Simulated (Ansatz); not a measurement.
# H₈OSi₂Sn: up Jacob's ladder to CCSD(T)

How much do the methods differ for H₈OSi₂Sn? The plan is to run it at one geometry with functionals of several rungs and with coupled cluster, and see how far each lands from CCSD(T) at the basis-set limit for the atomisation energy.

Program: Ansatz 0.2.0, Gaussian basis. Level of theory: functionals in def2-TZVPP, the program's frozen cores in correlated methods. These are calculated values, not measurements.

Plan: PBE-D4, r2SCAN-D4, PBE0-D4, B3LYP-D4, ωB97X-V, ωB97M-V, B2PLYP; CCSD(T)/def2-TZVPP; MP2/def2-QZVPP; extrapolation to the limit.

## (1) Structure used throughout

An earlier PBE0-D4 in a triple-zeta def2 set relaxation fixed the geometry. Sn takes the def2 core potential; no spin-orbit term is included.

SMILES `O[SiH2][SiH2][SnH3]`, 12 atoms, charge 0, spin multiplicity 1.

Atoms are counted from 1 here; the program's logs count them from 0.

Bond lengths: O1–Si2 1.652 Å, O1–H5 0.960 Å, Si2–Si3 2.344 Å, Si2–H6 1.483 Å, Si2–H7 1.492 Å, Si3–Sn4 2.566 Å, Si3–H8 1.489 Å, Si3–H9 1.489 Å, Sn4–H10 1.707 Å, Sn4–H11 1.719 Å, Sn4–H12 1.706 Å. Angles: Si2–O1–H5 117.2°, O1–Si2–Si3 109.8°, O1–Si2–H6 105.7°, O1–Si2–H7 111.8°, Si3–Si2–H6 113.1°, Si3–Si2–H7 107.8°, H6–Si2–H7 108.8°, Si2–Si3–Sn4 105.6°, Si2–Si3–H8 111.8°, Si2–Si3–H9 112.4°, Sn4–Si3–H8 108.5°, Sn4–Si3–H9 109.7°, H8–Si3–H9 108.8°, Si3–Sn4–H10 111.9°, Si3–Sn4–H11 107.9°, Si3–Sn4–H12 113.7°, H10–Sn4–H11 106.8°, H10–Sn4–H12 108.9° and more.

## (2) PBE-D4 (GGA)

Input file in.yaml:

```yaml
crystal:
  periodic: [false, false, false]
  atoms:
    - {symbol: O, position_ang: [-1.943541, 1.300058, -0.321103]}
    - {symbol: Si, position_ang: [-0.689654, 1.597567, 0.712313]}
    - {symbol: Si, position_ang: [0.465640, -0.394436, 1.152048]}
    - {symbol: Sn, position_ang: [0.851547, -1.487591, -1.137420]}
    - {symbol: H, position_ang: [-1.748882, 0.796687, -1.114515]}
    - {symbol: H, position_ang: [-1.300700, 2.195904, 1.924436]}
    - {symbol: H, position_ang: [0.283964, 2.570407, 0.135700]}
    - {symbol: H, position_ang: [-0.338717, -1.325764, 1.990221]}
    - {symbol: H, position_ang: [1.774153, -0.156193, 1.821266]}
    - {symbol: H, position_ang: [2.305748, -0.960412, -1.858675]}
    - {symbol: H, position_ang: [-0.425968, -0.998959, -2.178498]}
    - {symbol: H, position_ang: [0.843411, -3.192468, -1.091674]}
basis:
  gaussian: {orbitals: def2-TZVPP}
hamiltonian: {xc: pbe, dispersion: d4}
output: {forces: true, orbitals: {seedname: orbitals}}
```

Started as:

```console
$ ansatz run in.yaml --threads 4 --pin off --events-out ev --progress --plain --max-ram 10444MiB
```

Further steps of the session: r2SCAN-D4 (meta-GGA); PBE0-D4 (hybrid); B3LYP-D4 (hybrid); ωB97X-V (range-separated); ωB97M-V (range-separated); B2PLYP (double hybrid); CCSD(T) in def2-TZVPP; MP2 in def2-QZVPP.

Q: Predict the results of all the runs planned. Wanted: atomisation energy, CCSD(T)/CBS; farthest; mean size of error, hybrid; mean size of error, range-separated; gap, smallest and largest; T1 diagnostic; triples share of the correlation energy.

As calculated:

```
                               quantity                                 value
        atomisation energy, CCSD(T)/CBS                        833.3 kcal/mol
functionals within 8.3 kcal/mol (1.0 %)           r2SCAN-D4, ωB97X-V, ωB97M-V
                               farthest               B2PLYP (-22.0 kcal/mol)
             mean size of error, hybrid                         14.7 kcal/mol
    mean size of error, range-separated                          4.7 kcal/mol
              gap, smallest and largest  4.96 eV (PBE-D4), 10.97 eV (ωB97X-V)
                          T1 diagnostic                                0.0133
triples share of the correlation energy                                 3.1 %
```

PBE-D4 is off by -14.5 kcal/mol. Double hybrids carry the basis error of their MP2 part in triple zeta, and no dispersion term here, so their miss is partly the set-up's. Misses under about 8.3 kcal/mol are within the doubt on the reference itself, which lacks core-valence correlation, spin-orbit coupling and higher excitations, and its outer-core shells are covered unevenly. All levels share the lack of spin-orbit coupling, which lowers the free heavy atoms and so the true binding. Hartree-Fock recovers 72 % of the binding; the rest is correlation. The gap grows from 5.0 to 11.0 eV across the functionals, mostly with the share of exact exchange. Correlated methods include outer-core shells of Sn, which these sets cover unevenly.
